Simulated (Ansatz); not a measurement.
# C4H3F3: the cost of one run

Program: Ansatz 0.2.0, Gaussian basis. Level of theory: the settings change from run to run. These are calculated values, not measurements.

## Step 1: The geometry

An earlier PBE0-D4 in a triple-zeta def2 set relaxation fixed the geometry.

SMILES `FC1=C[C@H](F)[C@H]1F`, 10 atoms, charge 0, spin multiplicity 1.

Atoms are counted from 1 here; the program's logs count them from 0.

Bond lengths: F1–C2 1.311 Å, C2–C3 1.330 Å, C2–C6 1.491 Å, C3–C4 1.503 Å, C3–H8 1.080 Å, C4–F5 1.375 Å, C4–C6 1.552 Å, C4–H9 1.092 Å, C6–F7 1.370 Å, C6–H10 1.092 Å. Angles: F1–C2–C3 134.0°, F1–C2–C6 129.0°, C3–C2–C6 97.0°, C2–C3–C4 91.3°, C2–C3–H8 135.8°, C4–C3–H8 132.8°, C3–C4–F5 115.5°, C3–C4–C6 87.6°, C3–C4–H9 116.7°, F5–C4–C6 114.7°, F5–C4–H9 108.2°, C6–C4–H9 113.1°, C2–C6–C4 83.6°, C2–C6–F7 116.5°, C2–C6–H10 116.6°, C4–C6–F7 116.5°, C4–C6–H10 113.1°, F7–C6–H10 108.9°.

Geometry (Å):

```xyz
10
C4H3F3
F    -0.0616   -0.9351   -2.2180
C    -0.0750   -0.5287   -0.9713
C    -0.2840   -1.1329    0.1947
C     0.0644    0.1210    0.9467
F    -0.9203    0.6089    1.7733
C     0.1722    0.8373   -0.4261
F     1.3824    1.4047   -0.7249
H    -0.5851   -2.1199    0.5127
H     1.0048    0.1152    1.5018
H    -0.6145    1.5783   -0.5858
```

## Step 2: revPBE/aug-pcseg-2

Set apart from the defaults: high accuracy.

in.yaml

```yaml
crystal:
  periodic: [false, false, false]
  atoms:
    - {symbol: F, position_ang: [-0.061633, -0.935100, -2.217988]}
    - {symbol: C, position_ang: [-0.075048, -0.528680, -0.971324]}
    - {symbol: C, position_ang: [-0.284031, -1.132937, 0.194710]}
    - {symbol: C, position_ang: [0.064443, 0.120998, 0.946688]}
    - {symbol: F, position_ang: [-0.920318, 0.608910, 1.773304]}
    - {symbol: C, position_ang: [0.172183, 0.837259, -0.426126]}
    - {symbol: F, position_ang: [1.382409, 1.404669, -0.724937]}
    - {symbol: H, position_ang: [-0.585083, -2.119918, 0.512682]}
    - {symbol: H, position_ang: [1.004836, 0.115161, 1.501824]}
    - {symbol: H, position_ang: [-0.614459, 1.578338, -0.585833]}
basis:
  gaussian: {orbitals: aug-pcseg-2}
hamiltonian: {xc: {name: revPBE}}
accuracy: high
```

Run with:

```
$ ansatz run in.yaml --threads 4 --pin off --events-out ev --progress --plain --max-ram 10444MiB
```

**Question.** How long does this run take on 4 threads of Arm Neoverse V2, shared host, and how much memory does it need?

About 34 s, with a peak of 3.9 GiB.
